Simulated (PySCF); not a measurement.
# CoF₄: ligand-field states, part 3 of 3

PySCF 2.14.0. Atoms count from 0. The steps go on from the part before.

## 8. Ligand-field states: state-averaged CASSCF (angle to the S4 axis at 80°)

What the job is given:

```
{"job": {"kind": "lf", "basis": {"metal": "x2c-TZVPall", "ligand": "x2c-SVPall"}, "nevpt": true, "reuse": true}, "charge": 0, "metal": "Co", "open_shell": "d5"}
Co     0.000000     0.000000     0.000000
F      1.190783     1.190783     0.296938
F     -1.190783    -1.190783     0.296938
F     -1.190783     1.190783    -0.296938
F      1.190783    -1.190783    -0.296938
```

Method: state-averaged CASSCF of the metal d shell, SC-NEVPT2 on the averaged canonical orbitals, state-interaction spin-orbit coupling.

Standard output:

```text
basis functions 104, electrons 63, active (5e, 5o)
start from the orbitals of the previous structure
stage 1: DIIS on the effective Fock matrix, level shift 0.30
cycle   1  E = -1787.6833505771  dE = -1.788e+03  max|g| = 2.015e+00
cycle   2  E = -1788.6468798741  dE = -9.635e-01  max|g| = 7.590e-01
cycle   3  E = -1788.4130507969  dE =  2.338e-01  max|g| = 1.384e+00
cycle   4  E = -1789.1190589642  dE = -7.060e-01  max|g| = 4.054e-01
cycle   5  E = -1789.0481087911  dE =  7.095e-02  max|g| = 3.527e-01
cycle   6  E = -1788.4794073026  dE =  5.687e-01  max|g| = 8.522e-01
cycle   7  E = -1787.3194897409  dE =  1.160e+00  max|g| = 1.482e+00
cycle   8  E = -1785.7915058165  dE =  1.528e+00  max|g| = 1.934e+00
cycle   9  E = -1785.2778350292  dE =  5.137e-01  max|g| = 2.155e+00
cycle  10  E = -1785.1261946603  dE =  1.516e-01  max|g| = 2.250e+00
cycle  11  E = -1785.0579109263  dE =  6.828e-02  max|g| = 2.268e+00
cycle  12  E = -1784.9756962134  dE =  8.221e-02  max|g| = 2.354e+00
cycle  13  E = -1784.9019614300  dE =  7.373e-02  max|g| = 2.423e+00
cycle  14  E = -1784.9979983816  dE = -9.604e-02  max|g| = 2.431e+00
cycle  15  E = -1785.0830638294  dE = -8.507e-02  max|g| = 2.430e+00
stage 2: quasi-Newton rotations from the point of smallest gradient
cycle  17  E = -1789.1172549620  dE = -6.915e-02  max|g| = 4.403e-01
cycle  18  E = -1789.2408184428  dE = -1.236e-01  max|g| = 1.514e-01
cycle  20  E = -1789.2520831056  dE = -1.126e-02  max|g| = 2.836e-02
cycle  22  E = -1789.2537523108  dE = -1.669e-03  max|g| = 1.452e-02
cycle  23  E = -1789.2551123468  dE = -1.360e-03  max|g| = 1.337e-02
cycle  24  E = -1789.2552081313  dE = -9.578e-05  max|g| = 3.101e-03
cycle  25  E = -1789.2552251575  dE = -1.703e-05  max|g| = 8.539e-04
cycle  26  E = -1789.2552272485  dE = -2.091e-06  max|g| = 4.853e-04
cycle  27  E = -1789.2552277640  dE = -5.154e-07  max|g| = 1.116e-04
cycle  28  E = -1789.2552278215  dE = -5.757e-08  max|g| = 1.012e-04
cycle  29  E = -1789.2552278375  dE = -1.598e-08  max|g| = 2.884e-05
cycle  30  E = -1789.2552278391  dE = -1.531e-09  max|g| = 6.783e-06
converged average energy = -1789.2552278391

 mult deg   label        CASSCF/cm-1   NEVPT2/cm-1
   4   1   4B2                 0.0           0.0
   4   1   4A2               808.8        6275.1
   4   2   4E               -165.9        8637.1
   6   1   6A1             -8627.0       12528.2
   2   2   2E              15544.9       12897.8
   2   1   2A1             14392.2       16087.1
   2   1   2A2             14290.9       18757.8
   2   1   2B1             13802.5       18807.3
   2   1   2B2             16870.4       18931.9
   2   1   2A2             19621.7       19920.3
   2   2   2E              14187.6       22919.8
   2   1   2B2             21288.3       23333.2
   2   2   2E              18981.5       26854.7
   2   2   2E              21393.0       29123.6
   2   1   2A1             22533.8       29578.5
   2   1   2B1             16239.6       29852.3
   4   2   4E              20614.3       33133.7
   4   1   4B1             20626.2       36181.6
   4   1   4A1             19871.0       36795.4
   2   1   2B1             29232.6       37280.8
   4   1   4A1             21051.9       38831.3
   4   1   4B2             22627.3       39071.2
   4   2   4E              23502.6       40532.3
   4   1   4B1             27322.1       41070.4
   2   1   2A1             31578.5       42150.3
   4   1   4A1             29280.2       44488.1
   2   2   2E              33720.9       44963.4
   2   2   2E              34969.5       46882.5
   2   1   2B1             38685.0       49412.2
   2   1   2A1             34651.9       49654.5
   2   1   2A2             38548.4       49821.6
   2   1   2B2             34617.0       49989.7
   4   1   4A2             37118.9       50640.5
   2   1   2B2             39010.2       50711.3
   2   1   2A1             39701.5       50915.7
   4   2   4E              32847.3       51004.6
   2   2   2E              39098.2       52006.8
   2   2   2E              43142.1       53241.5
   4   2   4E              42622.4       55071.8
   2   1   2B1             45198.4       56161.1
   2   1   2A1             48553.2       57189.6
   2   1   2B2             46420.8       57406.6
   2   1   2B1             52767.8       60259.2
   2   1   2B2             44095.8       60364.9
   2   2   2E              49767.0       60432.1
   2   1   2A1             52156.6       62394.9
   2   2   2E              47861.5       62913.4
   4   1   4B1             46624.6       62995.1
   2   1   2A2             48414.6       63356.4
   2   2   2E              51946.6       64241.5
   2   1   2A2             55379.4       65778.0
   2   1   2B2             57200.1       68567.2
   2   2   2E              58394.0       71390.0
   4   1   4A2             52266.9       72572.9
   2   2   2E              65457.8       74325.2
   2   2   2E              62134.4       75590.6
   4   2   4E              59262.4       75731.8
   2   1   2B1             62790.8       78057.3
   2   1   2A1             69334.9       80088.7
   2   1   2B1             72691.0       81104.2

spin-orbit levels / cm-1
      0.00  x2  4B2 1.00
      4.00  x2  4B2 1.00
   6187.14  x2  4A2 0.97
   6204.77  x2  4A2 0.98
   8428.99  x2  4E 0.99
   8619.73  x2  4E 0.98
   8748.87  x2  4E 0.98
   8822.03  x2  4E 0.98
  12586.37  x2  6A1 0.99
  12603.48  x2  6A1 0.99
  12608.24  x2  6A1 0.93 2E 0.06
  12709.34  x2  2E 0.92 6A1 0.06
  13082.18  x2  2E 0.98
  16201.60  x2  2A1 0.98
  18769.93  x2  2A2 0.99
  18798.13  x2  2B1 0.66 2B2 0.33
  18986.95  x2  2B2 0.65 2B1 0.33
  19955.71  x2  2A2 0.99
  22905.19  x2  2E 0.85 2B2 0.14
  23027.28  x2  2E 0.99
  23355.40  x2  2B2 0.83 2E 0.14
  26856.97  x2  2E 0.99
  26866.18  x2  2E 0.92 2B1 0.04
  29013.48  x2  2E 0.97
  29078.78  x2  2E 0.69 2A1 0.30
  29855.47  x2  2A1 0.70 2E 0.30
  30055.62  x2  2B1 0.94 2E 0.04
  33044.12  x2  4E 1.00
  33136.81  x2  4E 1.00
  33217.06  x2  4E 1.00
```

It took 11 s on 1 thread of Arm Neoverse N1, shared host; peak memory 0.25 GiB.

Warnings kept with the result: strongly covalent, metal-shell active space is small for this complex.

In short:

| quantity | value |
| --- | --- |
| spin-orbit constant ζ | 500 cm⁻¹ |

Powder susceptibility:

| T (K) | χT (cm³ K/mol) | μ(eff) |
| --- | --- | --- |
| 2 | 1.707 | 3.69 |
| 20 | 1.972 | 3.97 |
| 100 | 1.978 | 3.98 |
| 300 | 1.995 | 3.99 |

## 9. Ligand-field states: state-averaged CASSCF (angle to the S4 axis at 90°)

What the job is given:

```
{"job": {"kind": "lf", "basis": {"metal": "x2c-TZVPall", "ligand": "x2c-SVPall"}, "nevpt": true, "reuse": true}, "charge": 0, "metal": "Co", "open_shell": "d5"}
Co     0.000000     0.000000     0.000000
F      1.209153     1.209153     0.000000
F     -1.209153    -1.209153     0.000000
F     -1.209153     1.209153     0.000000
F      1.209153    -1.209153     0.000000
```

With the program's defaults for keys left out, this is: state-averaged CASSCF of the metal d shell, SC-NEVPT2 on the averaged canonical orbitals, state-interaction spin-orbit coupling.

Standard output:

```text
basis functions 104, electrons 63, active (5e, 5o)
start from the orbitals of the previous structure
stage 1: DIIS on the effective Fock matrix, level shift 0.30
cycle   1  E = -1786.6035552841  dE = -1.787e+03  max|g| = 3.445e+00
cycle   2  E = -1788.5936373482  dE = -1.990e+00  max|g| = 7.542e-01
cycle   3  E = -1788.4143023908  dE =  1.793e-01  max|g| = 1.374e+00
cycle   4  E = -1789.0923109245  dE = -6.780e-01  max|g| = 4.103e-01
cycle   5  E = -1788.7511714159  dE =  3.411e-01  max|g| = 6.258e-01
cycle   6  E = -1787.5323714934  dE =  1.219e+00  max|g| = 1.268e+00
cycle   7  E = -1786.4667292078  dE =  1.066e+00  max|g| = 1.737e+00
cycle   8  E = -1785.7269651207  dE =  7.398e-01  max|g| = 2.068e+00
cycle   9  E = -1785.3125881358  dE =  4.144e-01  max|g| = 2.258e+00
cycle  10  E = -1785.1669088804  dE =  1.457e-01  max|g| = 2.331e+00
cycle  11  E = -1785.3659710612  dE = -1.991e-01  max|g| = 2.289e+00
cycle  12  E = -1785.4773607027  dE = -1.114e-01  max|g| = 2.244e+00
cycle  13  E = -1785.5317730355  dE = -5.441e-02  max|g| = 2.239e+00
cycle  14  E = -1785.7907399407  dE = -2.590e-01  max|g| = 2.147e+00
cycle  15  E = -1786.7121381132  dE = -9.214e-01  max|g| = 1.773e+00
stage 2: quasi-Newton rotations from the point of smallest gradient
cycle  18  E = -1789.1738671882  dE = -8.156e-02  max|g| = 1.962e-01
cycle  19  E = -1789.2026159656  dE = -2.875e-02  max|g| = 1.560e-01
cycle  20  E = -1789.2317309351  dE = -2.911e-02  max|g| = 3.483e-02
cycle  21  E = -1789.2355385932  dE = -3.808e-03  max|g| = 1.206e-02
cycle  22  E = -1789.2358579899  dE = -3.194e-04  max|g| = 6.654e-03
cycle  23  E = -1789.2359105377  dE = -5.255e-05  max|g| = 1.333e-03
cycle  24  E = -1789.2359158279  dE = -5.290e-06  max|g| = 7.974e-04
cycle  25  E = -1789.2359171095  dE = -1.282e-06  max|g| = 2.925e-04
cycle  27  E = -1789.2359173882  dE = -2.786e-07  max|g| = 1.831e-04
cycle  28  E = -1789.2359174864  dE = -9.823e-08  max|g| = 8.972e-05
cycle  29  E = -1789.2359174970  dE = -1.057e-08  max|g| = 6.653e-05
cycle  30  E = -1789.2359175110  dE = -1.403e-08  max|g| = 2.601e-05
cycle  31  E = -1789.2359175121  dE = -1.122e-09  max|g| = 8.091e-06
converged average energy = -1789.2359175121

 mult deg   label        CASSCF/cm-1   NEVPT2/cm-1
   4   1   4B1g                0.0           0.0
   4   1   4A2g             1415.5        9073.5
   4   2   4Eg             -1332.3        9191.2
   2   1   2A1g            14697.9       17859.1
   6   1   6A1g            -5722.8       18110.5
   2   2   2Eg             17003.8       18433.3
   2   1   2B1g            17493.2       20080.8
   2   1   2A2g            19988.6       20931.9
   2   1   2A2g            14960.9       21207.3
   2   2   2Eg             18557.4       24150.7
   2   1   2B2g            15473.2       24787.6
   2   2   2Eg             13407.4       25126.0
   2   1   2B1g            22140.2       25604.6
   2   1   2B2g            13449.1       28051.0
   2   1   2A1g            20857.2       28716.0
   2   2   2Eg             20592.4       30081.1
   2   1   2B2g            30670.8       39317.3
   4   1   4B2g            23137.3       40304.8
   4   2   4Eg             25633.8       41820.6
   4   1   4A1g            21907.8       42104.3
   4   2   4Eg             23842.5       42587.5
   4   1   4A1g            23997.0       44472.4
   4   1   4B1g            25456.4       45114.6
   2   1   2A1g            33375.0       45654.9
   4   1   4B2g            29847.3       46270.1
   2   2   2Eg             35924.1       49211.8
   4   1   4A1g            32123.9       50292.4
   2   1   2B2g            40227.3       53523.8
   2   1   2A2g            40551.7       53662.5
   2   2   2Eg             40721.6       54082.6
   2   2   2Eg             37219.8       54389.6
   2   1   2A1g            41364.7       55357.3
   2   1   2A1g            37259.4       55413.9
   2   1   2B1g            37090.9       55961.3
   4   1   4A2g            40525.0       56771.6
   2   2   2Eg             45218.8       57549.2
   4   2   4Eg             35999.7       57946.8
   2   1   2B1g            50122.6       59796.5
   2   1   2B1g            41896.0       60387.4
   2   1   2A1g            50322.2       60993.2
   4   2   4Eg             46306.4       61215.1
   2   1   2B2g            47780.2       61399.4
   2   2   2Eg             50339.4       65104.8
   2   1   2B2g            56440.3       65502.6
   2   1   2B1g            45763.9       65709.8
   2   2   2Eg             51790.6       66751.4
   2   1   2A1g            54092.6       67501.9
   2   1   2A2g            52070.3       70426.0
   4   1   4B2g            50730.6       71242.3
   2   1   2A2g            59006.4       72194.2
   2   2   2Eg             54059.3       72292.5
   2   1   2B1g            60992.3       74339.7
   2   2   2Eg             62509.4       77748.7
   4   1   4A2g            56894.1       80717.8
   2   2   2Eg             67073.4       81167.1
   2   2   2Eg             69952.3       84185.2
   2   1   2B2g            66980.2       86067.8
   4   2   4Eg             66296.1       86378.3
   2   1   2A1g            73846.2       88770.2
   2   1   2B2g            78154.8       90508.8

spin-orbit levels / cm-1
      0.00  x2  4B1g 1.00
      6.37  x2  4B1g 1.00
   8675.99  x2  4Eg 0.54 4A2g 0.45
   8904.04  x2  4A2g 0.74 4Eg 0.25
   9034.58  x2  4Eg 0.92 4A2g 0.07
   9414.93  x2  4Eg 0.98
   9419.91  x2  4Eg 0.53 4A2g 0.47
   9432.00  x2  4Eg 0.75 4A2g 0.25
  17544.98  x2  2A1g 0.68 2Eg 0.31
  18140.70  x2  6A1g 1.00
  18161.74  x2  6A1g 1.00
  18172.88  x2  6A1g 0.99
  18528.07  x2  2Eg 0.98
  18709.03  x2  2Eg 0.68 2A1g 0.32
  20073.08  x2  2B1g 0.97
  20915.29  x2  2A2g 0.97
  21208.47  x2  2A2g 0.98
  23743.41  x2  2Eg 0.67 2B2g 0.25 2B1g 0.07
  24110.78  x2  2Eg 0.98
  25090.31  x2  2B2g 0.42 2Eg 0.36 2B1g 0.15
  25163.07  x2  2Eg 0.63 2B2g 0.23 2B1g 0.07
  25273.19  x2  2Eg 0.99
  25971.09  x2  2B1g 0.72 2Eg 0.19 2B2g 0.09
  28113.97  x2  2B2g 0.99
  28656.08  x2  2A1g 0.93 2Eg 0.06
  29985.45  x2  2Eg 0.99
  30390.43  x2  2Eg 0.93 2A1g 0.06
  39329.72  x2  2B2g 0.99
  40300.33  x2  4B2g 0.97
  40309.19  x2  4B2g 0.98
```

Run time: 11 s. Hardware: 1 thread of Arm Neoverse N1, shared host; peak memory 0.25 GiB.

Warnings kept with the result: strongly covalent, metal-shell active space is small for this complex.

Key values:

| quantity | value |
| --- | --- |
| spin-orbit constant ζ | 506 cm⁻¹ |

Powder susceptibility:

| T (K) | χT (cm³ K/mol) | μ(eff) |
| --- | --- | --- |
| 2 | 1.550 | 3.52 |
| 20 | 1.965 | 3.96 |
| 100 | 1.976 | 3.98 |
| 300 | 1.992 | 3.99 |

## 10. The runs side by side

From the NEVPT2 states (cm⁻¹; the spread is that of the fitted one-electron ligand-field levels):

| step | setting | ground state | next state | orbital spread | Racah B | ζ | μ(eff), 300 K |
| --- | --- | --- | --- | --- | --- | --- | --- |
| 2 | as given | 6A1 | 2T2 at 12216 | 11564 | 828 | 490 | 5.92 |
| 3 | angle to the S4 axis at 45 | 6A1 | 2B2 at 2323 | 16954 | 834 | 489 | 5.91 |
| 4 | angle to the S4 axis at 50 | 6A1 | 2B2 at 7682 | 14097 | 830 | 490 | 5.92 |
| 5 | angle to the S4 axis at 60 | 6A1 | 4A2 at 8446 | 16448 | 836 | 490 | 5.92 |
| 6 | angle to the S4 axis at 65 | 6A1 | 4A2 at 4463 | 21190 | 879 | 491 | 5.90 |
| 7 | angle to the S4 axis at 72 | 4B2 | 4A2 at 2439 | 31580 | 1021 | 494 | 3.98 |
| 8 | angle to the S4 axis at 80 | 4B2 | 4A2 at 6275 | 39747 | 1017 | 500 | 3.99 |
| 9 | angle to the S4 axis at 90 | 4B1g | 4A2g at 9074 | 44794 | 1017 | 506 | 3.99 |

## 11. Summary of results

What follows sums up all 3 parts.

```
                                                         quantity       value
            spin-orbit constant ζ (step 2, state-averaged CASSCF)    490 cm⁻¹
ground multiplicity, μ(eff) at 300 K (step 2, 4 donors at 1.71 Å)  6, 5.92 μB
ground multiplicity, μ(eff) at 300 K (step 3, 4 donors at 1.71 Å)  6, 5.91 μB
ground multiplicity, μ(eff) at 300 K (step 4, 4 donors at 1.71 Å)  6, 5.92 μB
ground multiplicity, μ(eff) at 300 K (step 5, 4 donors at 1.71 Å)  6, 5.92 μB
ground multiplicity, μ(eff) at 300 K (step 6, 4 donors at 1.71 Å)  6, 5.90 μB
ground multiplicity, μ(eff) at 300 K (step 7, 4 donors at 1.71 Å)  4, 3.98 μB
ground multiplicity, μ(eff) at 300 K (step 8, 4 donors at 1.71 Å)  4, 3.99 μB
ground multiplicity, μ(eff) at 300 K (step 9, 4 donors at 1.71 Å)  4, 3.99 μB
```

In words: In step 2, χT goes from 4.38 at 2 K to 4.38 cm³ K/mol at 300 K: nearly flat, so one level governs the whole range. In step 7 the ground spin is not settled: NEVPT2 puts multiplicity 4 lowest, 3472 cm⁻¹ below multiplicity 6, and CASSCF favours 6. In step 8 the ground spin is not settled: NEVPT2 puts multiplicity 4 lowest, 12528 cm⁻¹ below multiplicity 6, and CASSCF favours 6. In step 9 the ground spin is not settled: NEVPT2 puts multiplicity 4 lowest, 17859 cm⁻¹ below multiplicity 2, and CASSCF favours 6. The spread of the ligand-field levels runs from 11564 cm⁻¹ (as given) to 44794 cm⁻¹ (angle to the S4 axis at 90); μ(eff) at 300 K: 3.98 to 5.92 μB; the ground multiplicity changes (6, 4). The bonding is strongly covalent, and an active space of the metal's shell alone is small for it, so these values are rough.
